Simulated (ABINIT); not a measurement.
Runs of ABINIT 10.8.3 (patched build) on Ti3S2. Symmetry: R32, No. 155, trigonal system. Conventional cell: a = 5.426 Å, b = 5.426 Å, c = 9.713 Å, α = 90.00°, β = 90.00°, γ = 120.00°. Around Ti (site symmetry 2) lie 4 S at 2.42 to 2.44 Å. S (site symmetry 3) has 6 Ti at 2.42 to 2.44 Å as nearest neighbours. The cell comes from a database or a generator and needn't be the stable form of this composition.

| task | level | potentials or basis | cell | k mesh | cutoff (eV) | fine-grid cutoff | cell freedom (optcell) | cutoff smearing ecutsm (Ha) | optimiser (ionmov) | force stop (Ha/bohr) | mesh quality | gap on the mesh (eV) | pressure (GPa) | relaxed volume (Å³/atom) | largest force (eV/Å) |
| --- | --- | --- | --- | --- | --- | --- | --- | --- | --- | --- | --- | --- | --- | --- | --- |
| band structure | PBE | JTH PAW PBE v2.0 | as given | 6 × 6 × 6 | 544 | 1088.46 eV | - | - | - | - | not flagged | none | 0.5 | - | 0.04 |
| band structure | TB-mBJ | JTH PAW LDA v2.0 | as given | 5 × 5 × 5 | 653 | 1251.72 eV | - | - | - | - | not flagged | none | - | - | - |
| band structure | r2SCAN | JTH PAW PBE v2.0 | as given | 6 × 6 × 6 | 653 | 1251.72 eV | - | - | - | - | not flagged | none | - | - | 0.04 |
| relaxation of cell and atoms | PBEsol | PseudoDojo NC SR PBEsol v0.4.1 standard | relaxed | 4 × 4 × 4 | 1143 | - | 2 | 0.5 | 2 | 0.0005 | coarse | none | 0.0 | (a) | 0.02 |
| relaxation of cell and atoms | LDA | JTH PAW LDA v2.0 | relaxed | 6 × 6 × 6 | 544 | 1088.46 eV | 2 | 0.5 | 2 | 0.0005 | not flagged | none | 0.1 | 15.58 | 0.02 |

Alike in all rows: no spin polarisation; smearing fermi-dirac 0.05 eV.

Task: Fill in the values left out.

Result: (a) 15.96.

Caveats: some runs use coarse meshes; the PAW data sets were made with another functional, which shifts forces and pressure a little (some runs); the constant c of TB-mBJ comes from the pseudo density here, which moves gaps by up to 0.3 eV between sets of potentials (some runs).

A k mesh can miss the band edges.

A gap of «none» marks a metal or a gap under the smearing width.

Not every run made on this cell is shown here.
